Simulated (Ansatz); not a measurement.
# HfC: response to strain

Aim: deform HfC (equal xy, yz and zx engineering shear strains of +3 %) and compute stress, forces and field gradients with LAPW, PAW and all-electron datasets made for the crystal.

Computed with Ansatz 0.2.0 (DFT PBEsol, scalar-relativistic, unless a step's input says otherwise).

## (1) Starting point

Symmetry: Fm-3m, No. 225, cubic system. The conventional cell has a = 4.650 Å, b = 4.650 Å, c = 4.650 Å, α = 90.00°, β = 90.00°, γ = 90.00°. Hf (site symmetry m-3m) has 6 C at 2.32 to 2.33 Å as nearest neighbours. Around C (site symmetry m-3m) lie 6 Hf at 2.32 to 2.33 Å.

As a file:

```cif
data_structure
_symmetry_space_group_name_H-M 'P 1'
_symmetry_Int_Tables_number 1
_cell_length_a 3.2880
_cell_length_b 3.2880
_cell_length_c 3.2880
_cell_angle_alpha 60.000
_cell_angle_beta 60.000
_cell_angle_gamma 60.000
_cell_volume 25.14
loop_
_atom_site_label
_atom_site_type_symbol
_atom_site_fract_x
_atom_site_fract_y
_atom_site_fract_z
_atom_site_occupancy
Hf1 Hf 0.50000 0.50000 0.50000 1
C1 C 0.00000 0.00000 0.00000 1
```

Atoms are numbered in the order of the input: Hf1, C2.

## (2) The deformed structure

Space group Fm-3m before, R-3m after.

## (3) LAPW, all electrons

Contents of input.yaml:

```yaml
crystal:
  lattice:
    - [0.06975, 2.359875, 2.359875]
    - [2.359875, 0.06975, 2.359875]
    - [2.359875, 2.359875, 0.06975]
  atoms:
    - { symbol: Hf, position: [0.5, 0.5, 0.5] }
    - { symbol: C, position: [0.0, 0.0, 0.0] }
kpoints:
  mp_grid: { grid: [15, 15, 15] }
  band_path:
    path:
      - [0.0, 0.0, 0.0]
      - [0.5, 0.5, 0.5]
      - [0.2428775097, 0.5, 0.7571224903]
      - [-0.2428775097, 0.2428775097, 0.5]
      - [0.0, 0.0, 0.5]
      - [0.0, 0.0, 0.0]
      - [-0.3714387548, 0.0, 0.3714387548]
      - [0.0, 0.3714387548, 0.6285612452]
      - [0.0, 0.5, 0.5]
    npoints: 5
scf:
  occupations: { method: fermi_dirac, width: 0.05 }
hamiltonian:
  xc: pbesol
  pseudopotentials: { kind: all_electron, lapw: { basis_error: 0.001 } }
output:
  forces: true
  stress: true
  eigenvalues: true
```

Command:

```sh
$ ansatz run input.yaml --threads 1 --pin off --max-ram 3072MiB --backend cpu --events-out ev --progress --plain --runs-dir out
```

## (4) PAW with frozen cores

Contents of input.yaml:

```yaml
crystal:
  lattice:
    - [0.06975, 2.359875, 2.359875]
    - [2.359875, 0.06975, 2.359875]
    - [2.359875, 2.359875, 0.06975]
  atoms:
    - { symbol: Hf, position: [0.5, 0.5, 0.5] }
    - { symbol: C, position: [0.0, 0.0, 0.0] }
kpoints:
  mp_grid: { grid: [15, 15, 15] }
scf:
  occupations: { method: fermi_dirac, width: 0.05 }
hamiltonian:
  xc: pbesol
  pseudopotentials: { kind: paw }
output:
  forces: true
  stress: true
  eigenvalues: true
  efg: { contact_densities: true }
  write_density: true
  write_potential: true
  elf: true
  volumetric_format: npy
```

## (5) Datasets made for this crystal

input.yaml, as its differences from that of step 4:

```diff
@@ -14,3 +14,3 @@
   xc: pbesol
-  pseudopotentials: { kind: paw }
+  pseudopotentials: { kind: all_electron, datasets: crystal }
 output:
@@ -20,5 +20 @@
   efg: { contact_densities: true }
-  write_density: true
-  write_potential: true
-  elf: true
-  volumetric_format: npy
```

(Steps that only read results are left out.)

What does the calculation give? Wanted: pressure; largest shear or deviatoric stress.

**Answer**, as computed:

| quantity | value |
| --- | --- |
| pressure | LAPW -6.34, PAW -6.39, crystal datasets -6.35 GPa |
| largest shear or deviatoric stress (LAPW) | 5.25 GPa |

What this shows: The largest part of the stress beyond the pressure is 5.25 GPa in size; the atoms are carried along and not relaxed. No run of the undeformed cell stands beside it, so the pressure holds what the given cell had before the change. PAW: stress within 0.05 GPa of LAPW. Crystal datasets: stress within 0.01 GPa of LAPW. Spin-orbit coupling is left out, though the cell holds Hf; in elements this heavy it can shift bands and gaps by tenths of an eV.
